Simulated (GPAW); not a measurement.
# Li2F2 ((LiF)2 ring), step by step, part 2 of 2

GPAW 26.7.0. The steps go on from the part before.

### 3 Vibrational wavenumbers at OLYP-D3(BJ)/plane waves (scalar-relativistic datasets, plane-wave cutoff 500 eV, shape nonlinear) (run 2)

Contents of relaxed.xyz:

```xyz
4
Lattice="11.0 0.0 0.0 0.0 11.0 0.0 0.0 0.0 11.0" Properties=species:S:1:pos:R:3:forces:R:3 energy=-15.782058244234213 pbc="F F F"
Li       6.20888055       6.12154110       6.09723946      -0.01432073      -0.00700223      -0.00259465
F        5.68389362       6.31872487       4.42905553      -0.00183547      -0.03468855       0.02995150
Li       4.79148212       4.87738791       4.90252058       0.01285948       0.00720756       0.00172905
F        5.31581817       4.68050491       6.57071781       0.00312819       0.03494850      -0.02934170
```

Contents of molecule_vib.py:

```python
from ase.calculators.mixing import SumCalculator
from ase.io import read
from ase.thermochemistry import IdealGasThermo
from ase.vibrations import Vibrations
from dftd3.ase import DFTD3
from gpaw import GPAW, PW, setup_paths
from gpaw.atom.configurations import parameters
from gpaw.atom.generator import Generator

molecule = read('relaxed.xyz')

for symbol in ['F', 'Li']:
    Generator(symbol, xcname='GGA_X_OPTX+GGA_C_LYP', scalarrel=True, nofiles=True, txt=None).run(**parameters[symbol])
setup_paths.insert(0, '.')

calculator = GPAW(mode={'name': 'pw', 'ecut': 500},
                  xc='GGA_X_OPTX+GGA_C_LYP',
                  convergence={'density': 1e-05},
                  maxiter=100,
                  symmetry='off',
                  txt='molecule.txt')
molecule.calc = SumCalculator([DFTD3(method='OLYP', damping='d3bj'), calculator])

energy = molecule.get_potential_energy()
vib = Vibrations(molecule, delta=0.02)
vib.run()
vib.summary()
freqs = vib.get_frequencies()
zpe = vib.get_zero_point_energy()

thermo = IdealGasThermo(vib_energies=vib.get_energies(), potentialenergy=energy, atoms=molecule, geometry='nonlinear',
                        symmetrynumber=4, spin=0.0, ignore_imag_modes=True)
H = thermo.get_enthalpy(298.15, verbose=False)
S = thermo.get_entropy(298.15, 1000.0, verbose=False)
G = thermo.get_gibbs_energy(temperature=298.15, pressure=1000.0)
```

The run is started by

```console
python3 -u molecule_vib.py | tee molecule_vib.out
```

Standard output:

```text
---------------------
  #    meV     cm^-1
---------------------
  0   12.9i    103.8i
  1   10.0i     81.0i
  2    8.9i     72.0i
  3    2.7      21.4
  4    4.3      34.3
  5    9.7      78.2
  6   34.5     278.3
  7   42.5     342.7
  8   64.0     516.2
  9   66.0     532.0
 10   77.7     626.5
 11   78.6     633.7
---------------------
Zero-point energy: 0.190 eV
Enthalpy components at T = 298.15 K:
===============================
Enthalpy components at T = 298.15 K:
===============================
E_pot                -15.782 eV
E_ZPE                  0.182 eV
Cv_trans (0->T)        0.039 eV
Cv_rot (0->T)          0.039 eV
Cv_vib (0->T)          0.041 eV
-------------------------------
U                    -15.482 eV
===============================
(C_v -> C_p)           0.026 eV
-------------------------------
H                    -15.456 eV
===============================

Entropy components at T = 298.15 K and P = 1000.0 Pa:
=================================================
{"":15s}{"S":13s}     {"T*S:13s}
S_trans (1 bar)    0.0016386 eV/K        0.489 eV
S_rot              0.0008823 eV/K        0.263 eV
S_elec             0.0000000 eV/K        0.000 eV
S_vib              0.0002058 eV/K        0.061 eV
S (1 bar -> P)     0.0003968 eV/K        0.118 eV
-------------------------------------------------
S                  0.0031236 eV/K        0.931 eV
=================================================

Free energy components at T = 298.15 K and P = 1000.0 Pa:
=======================
    H        -15.456 eV
 -T*S         -0.931 eV
-----------------------
    G        -16.388 eV
=======================
```

molecule.txt, shortened:

```text
[...]
  mode=PW(ecut=500),
[...]
Number of symmetries: 1
[...]
  Number of IBZ points: 1
[...]
Cutoff: 500.0 eV
Spin-components: 1 (collinear spins)
Bands:           14
[...]
  Valence electrons: 16.0
[...]
  Grid points: [60 60 60]
  Charge: 0.0  # |e|
[...]
    cutoffs:
[...]
occupation numbers:
  # Zero width
[...]
xc functional:
  name: GGA_X_OPTX+GGA_C_LYP with 2 nearest neighbor stencil
[...]
|iter     |     time |      energy | eigst |  dens |
[...]
|iter:   1| 00:00:01 |  -18.631099 | +0.04 |       |
[...]
Converged in 11 steps
[...]
dipole moment: (0.000498, -0.000180, 0.000040)  # |e|*Ang
Fermi level: -3.987
[...]
Converged in 8 steps
[...]
|iter:   9| 00:02:51 |  -15.556052c| -8.00c| -5.08c|
Converged in 9 steps
[...]
Energy contributions relative to reference atoms: (reference = -5839.222627)
Energy contributions:
  Kinetic:          17.170324
  Coulomb:         -16.337329
  Zero:              0.532511
  External:          0.000000
  Xc:              -16.921558
  Entropy:           0.000000
  Spinorbit:         0.000000
  ----------------------------
  Free energy:     -15.556052
  Extrapolated:    -15.556052
dipole moment: (0.000019, 0.000740, -0.017087)  # |e|*Ang
Fermi level: -3.988
Eigenvalues  # (at kpt = [0.000, 0.000, 0.000])
| band index |      eig [eV] | occ [0-2] |
|------------|---------------|-----------|
|          0 |       -25.745 |     2.000 |
|          1 |       -25.644 |     2.000 |
|          2 |        -7.546 |     2.000 |
|          3 |        -7.322 |     2.000 |
|          4 |        -7.119 |     2.000 |
|          5 |        -7.047 |     2.000 |
|          6 |        -6.679 |     2.000 |
|          7 |        -6.661 |     2.000 |
|          8 |        -1.316 |     0.000 |
|          9 |        -0.652 |     0.000 |
|         10 |         0.279 |     0.000 |
|         11 |         0.378 |     0.000 |
[...]
Gap: 5.345 eV
Transition (v -> c):
[...]
Forces  # eV/Ang
|        x |        y |        z |
|----------|----------|----------|
| -0.02007 | -0.02288 |  0.02770 |  # Li   0
| -0.00439 | -0.04404 |  0.02648 |  # F    1
|  0.03001 | -0.00903 |  0.09087 |  # Li   2
| -0.00583 |  0.07616 | -0.12650 |  # F    3
Force computation time: 0.327  # s
timing:  # [seconds]
  Total:  171.202  # ━━━━━━━━━━━━━━━━━━━━━━━━━━━━━━━━━━━━━━━━━━━━━━━━━━━━━━━━
  Init:     0.757  #
  SCF:    150.391  # ━━━━━━━━━━━━━━━━━━━━━━━━━━━━━━━━━━━━━━━━━━━━━━━━━
  Forces:   7.509  # ━━╸
  Move:    11.942  # ━━━━
```

Run time: 2.9 min. Hardware: 1 thread of Arm Neoverse V2, shared host; peak memory 0.54 GiB.

### 4 What came out

This closing draws on all 2 parts.

| quantity | value |
| --- | --- |
| run 1, OLYP-D3(BJ)/plane waves: energy as printed (from the program's reference atoms) | -15.7821 eV |
| run 1, OLYP-D3(BJ)/plane waves: dipole moment | 0.00 D |
| run 1, OLYP-D3(BJ)/plane waves: HOMO energy (from the vacuum level) | -6.84 eV |
| run 1, OLYP-D3(BJ)/plane waves: LUMO energy (from the vacuum level) | -1.49 eV |
| run 1, OLYP-D3(BJ)/plane waves: HOMO–LUMO gap | 5.35 eV |
| run 1, OLYP-D3(BJ)/plane waves: dispersion energy | -21.67 kJ/mol |
| run 2, OLYP-D3(BJ)/plane waves: lowest harmonic wavenumber | 278 cm⁻¹ |
| run 2, OLYP-D3(BJ)/plane waves: highest harmonic wavenumber | 634 cm⁻¹ |
| run 2, OLYP-D3(BJ)/plane waves: zero-point energy | 17.5 kJ/mol |
| run 2, OLYP-D3(BJ)/plane waves: ideal-gas entropy at 298.15 K and 1000 Pa (symmetry number 4 as used) | 72.0 cal/(mol K) |

**Reading.** The optimisation (run 1, OLYP-D3(BJ)/plane waves) took 2 steps and changed the energy by -0.108 eV. All 6 modes (run 2, OLYP-D3(BJ)/plane waves) are real, so the shape is a minimum at this level.
